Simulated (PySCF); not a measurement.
# C2H5ClOSi2: the cost of one run

Computed with PySCF 2.14.0, with density-fitted response routines of our own, on a single molecule in the gas phase. Atoms count from 0, in the outputs and in this text.

## (1) The starting structure

11 atoms, charge 0, multiplicity 1; geometry from: GFN2-xTB. The atoms were then displaced at random by about 0.01 Å, so the start is not that level's minimum.

Bonds of the start (Å): C0–C1 1.19, C1–Si2 1.84, Si2–Cl3 2.02, Si2–O4 1.63, O4–Si5 1.62, C0–H6 1.05, Si2–H7 1.46, Si5–H8 1.45, Si5–H9 1.47, Si5–H10 1.45.

## (2) Relaxing the molecule at PBE0-D3(BJ)/def2-SVP

The job: settings as JSON, then the geometry in Å.

```
{"job": {"xc": "PBE0", "basis": "def2-SVP", "d3": "d3bj", "grid": 1, "shake": 0.01, "kind": "geom"}, "charge": 0, "multiplicity": 1}
C     -2.785240    -0.825590    -0.506570
C     -1.940930    -0.106820    -0.065460
Si    -0.608980     0.968640     0.606660
Cl    -0.475830     2.655530    -0.488700
O      0.817280     0.185480     0.488120
Si     2.091490    -0.545950    -0.187090
H     -3.557250    -1.415420    -0.900070
H     -0.732600     1.268040     2.025590
H      1.573240    -1.693590    -0.903390
H      2.914550    -0.925960     0.972150
H      2.742380     0.409810    -1.056890
```

Command:

```
> OMP_NUM_THREADS=1 python probes_run.py task.json out
```

One launch serves the whole session: the jobs run in the order shown.

Q: Estimate the wall time and peak memory of this first job on 1 thread of Arm Neoverse V2, shared host.

About 67 s, with a peak of 0.52 GiB.
